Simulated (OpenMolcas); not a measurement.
# Pd⁵⁺ among point charges: CASSCF and CASPT2 levels and susceptibility

Aim: the splitting of the states of Pd⁵⁺ in the field of 4 point charges, its lowest levels with spin-orbit coupling and its magnetic susceptibility.

Program: OpenMolcas 26.06. Level of theory: state-averaged CASSCF and CASPT2, spin-orbit coupling by RASSI with atomic mean-field integrals. These are calculated values, not measurements, unless marked.

## Step 1: What is computed

* Species: Pd⁵⁺ (palladium, Z = 46, 41 electrons)
* Basis: ANO-RCC-VTZP [7s6p4d2f1g], 68 functions
* Scalar Hamiltonian: DKH2, point nucleus
* Inactive shells: 1s 2s 2p 3s 3p 3d 4s 4p
* Active space: 5 electrons in 5 orbitals (4d)
* Some configurations of this space: 4d⁵
* Orbitals: optimised for each spin and parity, averaged over all roots

The outer shells:

4d5
```
4d [↑ ][↑ ][↑ ][↑ ][↑ ]
```

The ion sits among 4 point charges of -2.5 e arranged as a square (D4h), 1.76 Å from the ion.

The work runs as a chain of OpenMolcas steps in one folder; each step below is one input file. Labels, J, g values, rates, χT and fits are worked out afterwards by a script from the matrices that RASSI stores. The input lists half of the charges; inversion (Group=XYZ) makes the rest.

## Step 2: Basis and integrals

Input file a.inp:

```
&GATEWAY
Coord
1

Pd 0.0 0.0 0.0
Basis=ANO-RCC-VTZP
Group=XYZ
NoMove
AngMom=0.0 0.0 0.0
AMFI
XField
2 Angstrom 0
1.760000 0.000000 0.000000 -2.500000
0.000000 1.760000 0.000000 -2.500000
&SEWARD
```

Started as:

```sh
OMP_NUM_THREADS=1 MOLCAS_MEM=1689 MOLCAS_PROJECT=a pymolcas a.inp > a.log
```

## Step 3: CASSCF: sextets of even parity, 1 root

Input file a.inp:

```
&RASSCF
FileOrb=start.orb
Symmetry=1
Spin=6
nActEl=5 0 0
Inactive=9 9
Ras2=5 0
CIRoot=1 1 1
SDav=1
CIMx=300
Iter=120 100
PrWF=0.3
OrbListing=Nothing
MaxOrb=0
>>> COPY $Project.JobIph JOB001
```

start.orb holds the contracted functions of the basis, ordered by shell, or the orbitals of the step before.

## Step 4: Reference wave functions, quartets of even parity, 24 roots

Input file a.inp:

```
&RASSCF
FileOrb=start.orb
Symmetry=1
Spin=4
nActEl=5 0 0
Inactive=9 9
Ras2=5 0
CIRoot=24 24 1
SDav=24
CIMx=300
Iter=120 100
PrWF=0.3
OrbListing=Nothing
MaxOrb=0
>>> COPY $Project.JobIph JOB002
```

## Step 5: Reference wave functions, doublets of even parity, 75 roots

Input file a.inp:

```
&RASSCF
FileOrb=start.orb
Symmetry=1
Spin=2
nActEl=5 0 0
Inactive=9 9
Ras2=5 0
CIRoot=75 75 1
SDav=75
CIMx=300
Iter=120 100
PrWF=0.3
OrbListing=Nothing
MaxOrb=0
>>> COPY $Project.JobIph JOB003
```

## Step 6: State interaction with spin-orbit coupling

Input file a.inp:

```
&RASSI
NrOfJobIphs=3 1 24 75
1
1 2 3 4 5 6 7 8 9 10 11 12 13 14 15 16 17 18 19 20 21 22 23 24
1 2 3 4 5 6 7 8 9 10 11 12 13 14 15 16 17 18 19 20 21 22 23 24 25 26 27
28 29 30 31 32 33 34 35 36 37 38 39 40 41 42 43 44 45 46 47 48 49 50 51
52 53 54 55 56 57 58 59 60 61 62 63 64 65 66 67 68 69 70 71 72 73 74 75
IphNames
JOB001
JOB002
JOB003
EJob
SpinOrbit
DIPRint=1.0
SOCoupling=1000.0
Subsets=2
Property=9
'ANGMOM' 1 'ANGMOM' 2 'ANGMOM' 3 'MLTPL  1' 1 'MLTPL  1' 2 'MLTPL  1' 3
'AMFI' 1 'AMFI' 2 'AMFI' 3
SOProperty=3
'ANGMOM' 1 'ANGMOM' 2 'ANGMOM' 3
```

## Step 7: CASPT2: IPEA 0.25, imaginary shift 0.1 (closed shells correlated: 4s 4p)

Input file a.inp:

```
>>> COPY JOB001 $Project.JobIph
&CASPT2
Multistate=1 1
Frozen=8 6
IPEA=0.25
Imaginary=0.1
MaxIter=60
WThr=0.0 0.3 0.05
PrWF=0.5
NoMix
>>> COPY JOB002 $Project.JobIph
&CASPT2
Multistate=24 1 2 3 4 5 6 7 8 9 10 11 12 13 14 15 16 17 18 19 20 21 22
23 24
NoMult
Frozen=8 6
IPEA=0.25
Imaginary=0.1
MaxIter=60
WThr=0.0 0.3 0.05
PrWF=0.5
NoMix
>>> COPY JOB003 $Project.JobIph
&CASPT2
Multistate=75 1 2 3 4 5 6 7 8 9 10 11 12 13 14 15 16 17 18 19 20 21 22
23 24 25 26 27 28 29 30 31 32 33 34 35 36 37 38 39 40 41 42 43 44 45 46
47 48 49 50 51 52 53 54 55 56 57 58 59 60 61 62 63 64 65 66 67 68 69 70
71 72 73 74 75
NoMult
Frozen=8 6
IPEA=0.25
Imaginary=0.1
MaxIter=60
WThr=0.0 0.3 0.05
PrWF=0.5
NoMix
```

(Steps that only read results are left out.)

What does the calculation give? Wanted: spin-free ground state; lowest level; next level.

As calculated:

| quantity | value |
| --- | --- |
| method | SS-CASPT2, IPEA 0.25, imaginary shift 0.1 (closed shells correlated: 4s 4p) |
| spin-free ground state | 6A1, 1-fold in its orbital part |
| lowest level | 2-fold E1/2, g = 1.98, 5.96, 5.96 |
| next level | 25.7 cm⁻¹ |
| χT at 300 K | 4.32 cm³ K/mol |
| effective moment at 300 K | 5.88 μB |

Cost by method:

| method | time of its own steps | time with the reference |
| --- | --- | --- |
| A. CASSCF | 24 s | 24 s |
| B. SS-CASPT2, IPEA 0.25, imaginary shift 0.1, +4s 4p | 13 s | 36 s |

Times are of one thread on a shared host.

What this shows: The spin-free ground state (6A1) comes to 100 % from free-ion S terms and keeps the highest spin of the shell. χT at 300 K is 4.32, against 4.39 cm³ K/mol for the spin alone, as a half-filled shell (L = 0) has no orbital moment. An active space of the d shell alone favours high spin; real ions in strong fields can be low spin. The field of point charges can differ much from that of real complexes. With metal d orbitals alone active, the gaps between spin states are rough; where two lie within a few thousand cm-1, their order is open. Point charges carry no covalency, so the field is a model and not that of real ligands.
